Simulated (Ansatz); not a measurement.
# MgC2: the cost of one run

Program: Ansatz 0.2.0. Level of theory: DFT PBE, scalar-relativistic, plane waves, PAW. These are calculated values, not measurements.

**1. The starting structure**

Symmetry: Pn-3m, No. 224, cubic system. The conventional cell has a = 4.305 Å, b = 4.305 Å, c = 4.305 Å, α = 90.00°, β = 90.00°, γ = 90.00°. Around Mg (site symmetry -43m) lie 4 C at 1.86 Å. C (site symmetry -3m) is surrounded by 2 Mg at 1.86 Å.

Structure file:

```cif
data_structure
_symmetry_space_group_name_H-M 'P 1'
_symmetry_Int_Tables_number 1
_cell_length_a 4.3052
_cell_length_b 4.3052
_cell_length_c 4.3052
_cell_angle_alpha 90.000
_cell_angle_beta 90.000
_cell_angle_gamma 90.000
_cell_volume 79.79
loop_
_atom_site_label
_atom_site_type_symbol
_atom_site_fract_x
_atom_site_fract_y
_atom_site_fract_z
_atom_site_occupancy
Mg1 Mg 0.00000 0.00000 0.00000 1
Mg2 Mg 0.50000 0.50000 0.50000 1
C1 C 0.25000 0.25000 0.25000 1
C2 C 0.75000 0.75000 0.25000 1
C3 C 0.75000 0.25000 0.75000 1
C4 C 0.25000 0.75000 0.75000 1
```

A structure generator made this guess: random cell by space group and Wyckoff sites (Pn-3m, No. 224). Lengths come from tabulated atomic sizes and are only a guess.

**2. The guess as it stands, on a coarse mesh**

input.yaml reads:

```yaml
crystal:
  lattice:
    - [4.30518002, 0.0, 0.0]
    - [0.0, 4.30518002, 0.0]
    - [0.0, 0.0, 4.30518002]
  atoms:
    - { symbol: Mg, position: [0.0, 0.0, 0.0] }
    - { symbol: Mg, position: [0.5, 0.5, 0.5] }
    - { symbol: C, position: [0.25, 0.25, 0.25] }
    - { symbol: C, position: [0.75, 0.75, 0.25] }
    - { symbol: C, position: [0.75, 0.25, 0.75] }
    - { symbol: C, position: [0.25, 0.75, 0.75] }
basis:
  ecutwfc: 420
kpoints:
  mp_grid: { grid: [4, 4, 4] }
hamiltonian:
  xc: pbe
scf:
  occupations: { method: gaussian, width: 0.1 }
  lower_state_search: "off"
output:
  forces: true
  stress: true
  eigenvalues: true
```

Command:

```console
$ ansatz run input.yaml --threads 1 --pin off --max-ram 2048MiB --backend cpu --events-out ev --progress --plain --runs-dir out
```

What time and memory should one allow on 1 thread of Arm Neoverse V2, shared host?

About 1 s, with a peak of 0.29 GiB.
